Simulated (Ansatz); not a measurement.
# SnF₂ (singlet): wave-function methods side by side at a displaced geometry (v2), def2-SVP

One table from this session's results is given with a row withheld; the runs are named, their logs left out.

Program: Ansatz 0.2.0, Gaussian basis. Level of theory: def2-SVP, core rule «outside noble gas», up to 11 orbitals frozen. These are calculated values, not measurements.

Plan: UHF; CCSD(T) on RHF; BCCD(T) on RHF; CISD; CCSDT(Q) on RHF.

12 further runs of the same task are left out: 5 for a known fault of the program, 2 that didn't finish, 5 set aside as unsound or not needed.

**What is computed**

The geometry is a PBE0/def2-TZVP stationary point (not a proven minimum) with its atoms shifted at random (size 0.100 Å). No spin-orbit coupling is included. Elements past krypton take def2 core potentials.

3 atoms, charge 0, spin multiplicity 1.

Atoms are counted from 1 here; the program's logs count them from 0.

Bond lengths: Sn1–F2 1.936 Å, Sn1–F3 1.921 Å. Angles: F2–Sn1–F3 95.8°.

Set-up of the first run:

Input file in.yaml:

```yaml
crystal:
  periodic: [false, false, false]
  atoms:
    - {symbol: Sn, position_ang: [0.030688, -0.312093, -0.001819]}
    - {symbol: F, position_ang: [-0.134186, 0.991255, -1.424215]}
    - {symbol: F, position_ang: [-0.057566, 0.958831, 1.435582]}
basis:
  gaussian: {orbitals: def2-SVP}
magnetization: {spin_polarized: true, initial_magnetization: 0}
hamiltonian: {xc: hf}
output: {orbitals: {seedname: orbitals}}
```

On the command line:

```sh
> ansatz run in.yaml --threads 1 --pin off --events-out ev --progress --plain --max-ram 2393MiB
```

Among the steps run: UHF; CCSD(T) on RHF; BCCD(T) on RHF; CISD; CCSDT(Q) on RHF.

One of the session's tables, all rows but one given; the rest of the session is left out.

```
   method  from RCCSDT(Q) (meV)
      RHF              +12545.9
     RMP2                     ?
    RCCSD                +269.9
 RCCSD(T)                 +51.5
  BCCD(T)                 +39.6
   RCCSDT                 +35.9
RCCSDT(Q)                     0
```

Q: Estimate the row for RMP2 from the others.

**Answer.** from RCCSDT(Q) (meV): +495.3. In the column «from RCCSDT(Q) (meV)» it lies between RCCSD (+269.9) and RHF (+12545.9).

Not comparable, so not listed: CISD (they don't share determinant, frozen orbitals or solution with the rows shown, or repeat one).
